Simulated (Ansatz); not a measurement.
# C: a normal mode against strain

A grid of calculations on C (P6_3/mmc, No. 194; 8 atoms in the cell), to see where the energy is lowest and how it rises around there.

A COD entry behind a cell of this session may itself be a prediction, so a difference from it is no test against experiment.

Program: Ansatz 0.2.0. Level of theory: DFT LDA, scalar-relativistic, plane waves, PAW. These are calculated values, not measurements.

34 further runs of the same task are left out: 34 set aside as unsound or not needed. Runs told in other sessions of the task aren't counted.

**1. The starting structure**

The structure is hexagonal, space group P6_3/mmc (No. 194). Conventional cell: a = 2.490 Å, b = 2.490 Å, c = 8.214 Å, α = 90.00°, β = 90.00°, γ = 120.00°. C (site symmetry 3m) is surrounded by 4 C at 1.53 Å. C (site symmetry 3m) has 4 C at 1.53 to 1.55 Å in its first shell of neighbours.

As a file:

```
C
1.0
     2.48962    0.00000    0.00000
    -1.24481    2.15608    0.00000
     0.00000    0.00000    8.21427
C
8
Direct
  0.00000 0.00000 0.09294
  0.00000 0.00000 0.59294
  0.00000 0.00000 0.40706
  0.00000 0.00000 0.90706
  0.33333 0.66667 0.15554
  0.66667 0.33333 0.65554
  0.33333 0.66667 0.34446
  0.66667 0.33333 0.84446
```

It is the result of an earlier relaxation at this level (volume 5.51 Å³/atom; gap on the mesh: 4.60 eV).

**2. The grid**

The energy is mapped over a normal mode and a strain (zone-centre modes of the cell shown) (x along [1 0 0], y along [1 2 0], z along [0 0 1] of the conventional cell).

The axes are (1) amplitude of mode 21 (1311 cm⁻¹), largest displacement in the unstrained cell: 11 values from −0.060 Å; (2) strain +e along z and -e/2 along x and y: 7 values from −7.00 %.

Nothing else is relaxed (the pattern is fixed in fractional coordinates). Energies count from the relaxed high-symmetry cell. Points are written as (first, second).

The modes come from a phonon run on the reference cell, made beforehand.

Displacement patterns for an amplitude of 1 (Å):

```csv
atom,x1,y1,z1
C1,0.000,0.000,1.000
C2,0.000,0.000,1.000
C3,0.000,0.000,-1.000
C4,0.000,0.000,-1.000
C5,0.000,0.000,-0.777
C6,0.000,0.000,-0.777
C7,0.000,0.000,0.777
C8,0.000,0.000,0.777
```

**3. Grid point (−0.012 Å, −2.33 %)**

input.yaml reads:

```yaml
crystal:
  lattice:
    - [2.5186290723, 0.0, 0.0]
    - [-1.2593145361, 2.1811967593, 0.0]
    - [0.0, 0.0, 8.0228736867]
  atoms:
    - { symbol: C, position: [0.0, 0.0, 0.0914756587] }
    - { symbol: C, position: [0.0, 0.0, 0.5914756587] }
    - { symbol: C, position: [0.0, 0.0, 0.4085243413] }
    - { symbol: C, position: [0.0, 0.0, 0.9085243413] }
    - { symbol: C, position: [0.3333333333, 0.6666666667, 0.1566801912] }
    - { symbol: C, position: [0.6666666667, 0.3333333333, 0.6566801912] }
    - { symbol: C, position: [0.3333333333, 0.6666666667, 0.3433198088] }
    - { symbol: C, position: [0.6666666667, 0.3333333333, 0.8433198088] }
basis:
  ecutwfc: 520.0
kpoints:
  mp_grid: { grid: [12, 12, 4] }
hamiltonian:
  xc: lda
  pseudopotentials: { kind: paw, azcp: { folder: soft_1 } }
scf:
  occupations: { method: gaussian, width: 0.05 }
output:
  forces: true
  stress: true
  eigenvalues: true
```

The run is started by

```
> ansatz run input.yaml --threads 2 --pin off --max-ram 4096MiB --backend cpu --events-out ev --progress --plain --runs-dir out
```

Further runs follow: the other points that were computed.

Before running it: what results should come out? Wanted: lowest point; highest computed point; pressure; band gap on the k-mesh.

The runs gave:

```
                   quantity                                                                               value
               lowest point                                                          (0.000 Å, 0.00 %), 0.00 eV
     highest computed point                                       (−0.060 Å, −7.00 %), 3.08 eV above the lowest
             pressure (GPa)  −0.2 at (−0.024 Å, 2.33 %) to 25.8 at (−0.060 Å, −7.00 %); 0.0 at the lowest point
band gap on the k-mesh (eV)    0.20 at (0.060 Å, 7.00 %) to 4.60 at (0.000 Å, 2.33 %); 4.60 at the lowest point
        time for all points                                                   5.9 min on 2 threads, shared host
```

What this shows: The lowest computed point is at (0.000 Å, 0.00 %), which is the relaxed high-symmetry cell itself. No other kind of well shows on this grid. The highest computed point, (−0.060 Å, −7.00 %), lies 3.08 eV above the lowest. Round the minimum the two coordinates are nearly uncoupled. A rigid map gives upper bounds: relaxing the other coordinates can only lower a point.

The gaps are Kohn-Sham values of a semilocal functional, not quasiparticle or optical gaps. Such gaps usually fall short of the measured ones.
